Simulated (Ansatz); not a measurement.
## SnSeS: equation of state with PBE

Crystal: SnSeS.

```
Sn Se S
1.0
     3.76020    0.00000    0.00000
    -1.88010    3.25643    0.00000
     0.00000    0.00000    6.36403
Sn Se S
1 1 1
Direct
  0.33333 0.66667 0.00765
  0.00000 0.00000 0.75771
  0.66667 0.33333 0.23464
```

The cell comes from a database or a generator and needn't be the stable form of this composition.

* Program: Ansatz 0.2.0
* Task: equation of state
* Functional: PBE
* Potentials or basis: all-electron LAPW, scalar-relativistic
* Basis error allowed: 0.001 eV/atom
* k mesh: 8 × 8 × 4
* Occupations: fermi-dirac, width 0.05 eV
* Spin: no spin polarisation

| Property | Result |
| --- | --- |
| Equilibrium volume | 26.77 Å³/atom |
| Bulk modulus at fixed shape and positions | 61 GPa |
| Pressure derivative of the bulk modulus | 4.8 |

Energy against volume, from the lowest point:
```csv
volume (Å³/atom),energy (meV/atom)
24.417,46.36
24.936,26.84
25.456,13.02
25.975,4.29
26.495,0.11
27.015,0.00
27.534,3.52
```

All runs of the series together: 120 s on 2 threads of Arm Neoverse V2 (shared host).

Caveat: the cell was scaled at fixed shape and fractional positions, which overstates the stiffness of a crystal with free parameters, most of all of layers and chains; this functional lacks dispersion, which binds the layers, so the pressure and a relaxed spacing across them are unreliable.
